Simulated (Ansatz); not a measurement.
# Rh, space group P6_3/mmc: a band structure

Computed with Ansatz's Python interface.

The script reads `rh.xyz`:
```text
4
Lattice="2.69174462 0.0 0.0 -1.34587231 2.33111922 0.0 0.0 0.0 8.79807013" Properties=species:S:1:pos:R:3 pbc="T T T"
Rh    0.00000000    0.00000000    0.00000000
Rh   -0.00000001    1.55407949    2.19951753
Rh    0.00000000    0.00000000    4.39903506
Rh    1.34587233    0.77703973    6.59855260
```

Typed at the interpreter:
```pycon
>>> from dataclasses import dataclass
>>> import ansatz as az
>>> import matplotlib.pyplot as plt
>>> import numpy as np
>>> @dataclass(frozen=True)
... class Settings:
...     smearing: str = "gaussian"
...     sigma: float = 0.15
...     k_density: float = 3.8
...     tolerance: float = 1e-09
...     xc: str = "r2SCAN"
...     cutoff: int = 600
...     extra_bands: int = 8
...
>>> cfg = Settings()
>>> xtal = az.Crystal.from_extxyz("rh.xyz")
>>> len(xtal.resolved().sites)
4
>>> # vertices of the path, as fractions of the reciprocal vectors
>>> path = [
...     ("G", (0.0, 0.0, 0.0)),
...     ("M", (0.5, 0.0, 0.0)),
...     ("K", (0.33333, 0.33333, 0.0)),
...     ("G", (0.0, 0.0, 0.0)),
...     ("A", (0.0, 0.0, 0.5)),
...     ("L", (0.5, 0.0, 0.5)),
...     ("H", (0.33333, 0.33333, 0.5)),
...     ("A", (0.0, 0.0, 0.5)),
... ]
>>> calculation = xtal.calculation()
>>> calculation = calculation.occupations(cfg.smearing, width=cfg.sigma)
>>> calculation = calculation.kpoints(density=cfg.k_density)
>>> calculation = calculation.scf(tolerance=cfg.tolerance)
>>> calculation = calculation.functional(cfg.xc)
>>> calculation = calculation.basis(cfg.cutoff).pseudopotentials("paw")
>>> calculation = calculation.band_structure([point for _, point in path], intervals=10)
>>> calculation = calculation.scf(extra_bands=cfg.extra_bands).density()
>>> planned = calculation.session().plan(threads=1)
>>> facts = planned.describe()
>>> print("plan:", facts["n_bands"], "bands,", len(facts["kpoints_frac"]), "k-points, plane waves", facts["n_pw_range"], "grid", facts["fft_dense"])
plan: 42 bands, 32 k-points, plane waves [1827, 1895] grid [24, 24, 72]
>>> res = planned.execute()
>>> report = res.report
>>> report["kweights"]
[0.0027548209366391185, 0.005509641873278237, 0.01652892561983471, 0.03305785123966942, 0.01652892561983471, 0.03305785123966942, 0.01652892561983471, 0.03305785123966942, 0.01652892561983471, 0.03305785123966942, 0.01652892561983471, 0.03305785123966942, 0.01652892561983471, 0.03305785123966942, 0.03305785123966942, 0.06611570247933884, 0.03305785123966942, 0.06611570247933884, 0.03305785123966942, 0.06611570247933884, 0.01652892561983471, 0.03305785123966942, 0.01652892561983471, 0.03305785123966942, 0.03305785123966942, 0.06611570247933884, 0.03305785123966942, 0.06611570247933884, 0.01652892561983471, 0.03305785123966942, 0.01652892561983471, 0.03305785123966942]
>>> print("%-22s %14.5f eV" % ("F = E - TS", report["free_energy_ev"]))
F = E - TS               -25661.02804 eV
>>> print("%-22s %14.5f eV" % ("E", report["internal_energy_ev"]))
E                        -25660.96098 eV
>>> print("%-22s %14.5f eV" % ("Harris-Foulkes", report["harris_foulkes_ev"]))
Harris-Foulkes           -25661.02804 eV
>>> print("%-22s %14.5f eV" % ("Fermi level", report["fermi_energy_ev"]))
Fermi level                  22.11960 eV
>>> rho = res.density()
>>> total = sum(ch.density_e_per_ang3 for ch in rho.channels[:2]) if len(rho.channels) < 3 else rho.channels[0].density_e_per_ang3
>>> print("grid", rho.dims, "electrons", round(float(total.mean() * rho.cell_volume_ang3), 4))
grid (24, 24, 72) electrons 68.0
>>> print(f"density range {total.min():.4f} to {total.max():.4f} e/A^3")
density range 0.1580 to 14.9761 e/A^3
>>> print(np.array2string(total[:: max(rho.dims[0] // 8, 1), :: max(rho.dims[1] // 8, 1), 0], precision=3, suppress_small=True))
[[14.976 10.686  3.662  0.678  0.367  0.678  3.662 10.686]
 [10.686 10.686  5.278  1.147  0.381  0.381  1.147  5.278]
 [ 3.662  5.278  3.662  1.147  0.401  0.285  0.401  1.147]
 [ 0.678  1.147  1.147  0.678  0.381  0.285  0.285  0.381]
 [ 0.367  0.381  0.401  0.381  0.367  0.381  0.401  0.381]
 [ 0.678  0.381  0.285  0.285  0.381  0.678  1.147  1.147]
 [ 3.662  1.147  0.401  0.285  0.401  1.147  3.662  5.278]
 [10.686  5.278  1.147  0.381  0.381  1.147  5.278 10.686]]
>>> bands = res.band_structure()
>>> fermi = bands.fermi_energy_ev
>>> print(f"zero of the bands: {fermi:.3f} eV, the Fermi level found on the SCF mesh")
zero of the bands: 22.120 eV, the Fermi level found on the SCF mesh
>>> reciprocal = 2 * np.pi * np.linalg.inv(res.lattice.cell_ang).T
>>> steps = np.linalg.norm(np.diff(bands.kpoints_frac @ reciprocal, axis=0), axis=1)
>>> distance = np.concatenate([[0], np.cumsum(steps)])
>>> fig, ax = plt.subplots(figsize=(5, 4))
>>> for channel, colour in zip(bands.channels, ("C0", "C3")):
...     ax.plot(distance, channel.eigenvalues_ev - fermi, colour, lw=1)
...
[<matplotlib.lines.Line2D object at 0x...>, <matplotlib.lines.Line2D object at 0x...>, <matplotlib.lines.Line2D object at 0x...>, <matplotlib.lines.Line2D object at 0x...>, <matplotlib.lines.Line2D object at 0x...>, <matplotlib.lines.Line2D object at 0x...>, <matplotlib.lines.Line2D object at [...]
>>> ax.set_xticks(distance[::10], [label for label, _ in path])
[<matplotlib.axis.XTick object at 0x...>, <matplotlib.axis.XTick object at 0x...>, <matplotlib.axis.XTick object at 0x...>, <matplotlib.axis.XTick object at 0x...>, <matplotlib.axis.XTick object at 0x...>, <matplotlib.axis.XTick object at 0x...>, <matplotlib.axis.XTick object at 0x...>, <matplotlib.axis.XTick object at 0x...>]
>>> ax.set(ylim=(-8, 8), ylabel="E - E_F (eV)", xlim=(0, distance[-1]))
[(-8.0, 8.0), Text(0, 0.5, 'E - E_F (eV)'), (0.0, 7.720867584548183)]
>>> ax.grid(axis="x")
>>> fig.savefig("bands.png", dpi=100)
>>> first = bands.channels[0].eigenvalues_ev - fermi
>>> near = np.argsort(np.abs(first.mean(axis=0)))[:4]
>>> for band in sorted(near):
...     print(f"band {band + 1}: {first[:, band].min():.3f} to {first[:, band].max():.3f} eV")
...
band 33: -1.919 to 0.686 eV
band 34: -1.745 to 0.859 eV
band 35: -1.220 to 0.870 eV
band 36: -1.220 to 0.916 eV
```

Reading the output:
- Total energies depend on the potentials; only differences at equal settings carry meaning. A total without «per atom» is that of the whole cell that was run.
- An absolute Fermi energy rests on an arbitrary zero of the periodic potential and has no direct meaning.
- The free energy holds a sizeable smearing term, which stands for no physical temperature.
- The fields are valence quantities on the plane-wave grid; their values near the nuclei depend on the potentials.
- This isn't the structure that Rh takes at ambient conditions.
- Levels are Kohn-Sham eigenvalues on this mesh, without spin-orbit coupling.
- Wall time of the script: 33 s on 1 thread of Arm Neoverse N1, with other jobs on the host, peak memory 0.58 GiB.
